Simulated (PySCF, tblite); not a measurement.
# C2H9BOSi2: geometry, infrared bands and NMR shifts

Wanted: the infrared bands and NMR shifts of C2H9BOSi2 (`B[Si@@H](O)C(=C)[SiH3]`), by calculation.

The runs use tblite 0.8.0 and PySCF 2.14.0, with density-fitted response routines of our own; the level of theory stands in each step. All values are computed, except where a source is named. Atoms count from 0, in the outputs and in this text.

### 1 Starting geometry

15 atoms, charge 0, multiplicity 1; geometry from: force field or distance geometry start.

Bonds of the start (Å): B0–Si1 1.97, Si1–O2 1.71, Si1–C3 1.84, C3–C4 1.33, C3–Si5 1.85, B0–H6 1.17, B0–H7 1.18, Si1–H8 1.47, O2–H9 1.00, C4–H10 1.09, C4–H11 1.10, Si5–H12 1.48, Si5–H13 1.46, Si5–H14 1.47.

### 2 Optimising the geometry with GFN2-xTB

Job settings and geometry (Å):

```
{"job": {"kind": "relax", "xc": "GFN2-xTB", "basis": "xTB"}, "charge": 0, "multiplicity": 1}
B      2.191400    -0.732900     0.961100
Si     1.151400     0.419700    -0.255600
O      1.784900     0.348600    -1.838800
C     -0.592500    -0.146000    -0.129600
C     -0.988300    -1.375200    -0.465600
Si    -1.846200     1.050900     0.527000
H      2.731900    -1.647400     0.482000
H      1.943300    -0.651200     2.111800
H      1.307700     1.803500     0.222400
H      1.039400     0.466200    -2.489100
H     -2.046800    -1.591500    -0.354900
H     -0.290200    -2.130400    -0.863300
H     -1.648100     1.179800     1.987300
H     -3.211500     0.671400     0.171800
H     -1.530700     2.342500    -0.088400
```

The run is started by

```console
OMP_NUM_THREADS=1 python probes_run.py task.json out
```

This one command runs all jobs of the session in turn.

**Question.** This job is followed by: GFN2-xTB harmonic vibrations, gas phase; GIAO PBE0/pcSseg-1 NMR shielding, non-relativistic, gas phase. Predict these results of the whole session: strongest single infrared mode (GFN2-xTB); zero-point energy (GFN2-xTB); 13C shifts against TMS (PBE0/pcSseg-1); 1H shifts against TMS (PBE0/pcSseg-1, means over atoms taken as alike); 11B shifts against BF3·OEt2 (PBE0/pcSseg-1); 29Si shifts against TMS (PBE0/pcSseg-1); 17O shifts against H2O (PBE0/pcSseg-1).

**Answer**, as computed:

```
                                                              quantity                                    value
                             strongest single infrared mode (GFN2-xTB)                     785 cm⁻¹, 412 km/mol
                                          zero-point energy (GFN2-xTB)                            60.8 kcal/mol
                                13C shifts against TMS (PBE0/pcSseg-1)                         152.3, 151.8 ppm
1H shifts against TMS (PBE0/pcSseg-1, means over atoms taken as alike)  10.38, 6.98, 6.70, 6.02, 4.28, 1.15 ppm
                           11B shifts against BF3·OEt2 (PBE0/pcSseg-1)                                114.7 ppm
                               29Si shifts against TMS (PBE0/pcSseg-1)                         -16.4, -66.9 ppm
                                17O shifts against H2O (PBE0/pcSseg-1)                                 13.1 ppm
```

In words: Over 173 steps the energy fell by 0.490 eV; of the close pairs, Si1–C3 changed most, 1.838 to 1.915 Å. No mode is imaginary among the 39: a minimum at this level. Unscaled tight-binding wavenumbers are off by several per cent, some by more. Its intensities can rank the bands wrongly. C3 (fully substituted alkene carbon) lies farthest downfield among carbon, at 152.3 ppm; the olefinic region. At PBE0/pcSseg-1: The widest tensor belongs to B0: span 275 ppm, with a paramagnetic part of -215 ppm.
